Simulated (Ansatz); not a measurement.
# AlHSeO (SMILES [O]1[AlH][Se]1): single points off equilibrium

Method: single points in def2-TZVPP; program: Ansatz 0.2.0, Gaussian basis.

Correlated methods freeze the cores. Filled d shells of the heavier atoms are correlated.

### Step 1. The starting structure

4 atoms, charge 0, spin multiplicity 1.

Atoms are counted from 1 here; the program's logs count them from 0.

Bond lengths: O1–Al2 1.748 Å, O1–Se3 2.014 Å, Al2–Se3 2.286 Å, Al2–H4 1.520 Å. Angles: Al2–O1–Se3 74.5°, O1–Al2–Se3 58.1°, O1–Al2–H4 141.2°, Se3–Al2–H4 160.4°, O1–Se3–Al2 47.4°.

Geometry (Å):

```mol
AlHOSe
  3D, bonds by distance, orders not assigned

  4  4  0  0  0  0  0  0  0  0999 V2000
   -1.1478   -0.6879   -0.1411 O   0  0
    0.1535    0.4777   -0.0905 Al  0  0
    0.4308   -1.6756    0.6260 Se  0  0
    0.4808    1.9061   -0.4947 H   0  0
  1  2  8  0
  1  3  8  0
  2  3  8  0
  2  4  8  0
M  END
```

### Step 2. PBE-D4/def2-TZVPP

run/in.yaml reads:

```yaml
crystal:
  periodic: [false, false, false]
  atoms:
    - {symbol: O, position_ang: [-1.147777, -0.687943, -0.141109]}
    - {symbol: Al, position_ang: [0.153517, 0.477684, -0.090511]}
    - {symbol: Se, position_ang: [0.430830, -1.675568, 0.625973]}
    - {symbol: H, position_ang: [0.480790, 1.906122, -0.494723]}
basis:
  gaussian: {orbitals: def2-TZVPP}
hamiltonian: {xc: pbe, dispersion: d4}
output: {forces: true}
```

Started as:

```
$ ansatz run in.yaml --threads 2 --pin off --events-out ev --progress --plain --max-ram 3481MiB
```

**Question.** How long does this run take on 2 threads of Arm Neoverse V1, shared host, and how much memory does it need?

About 1.6 s, with a peak of 0.15 GiB.
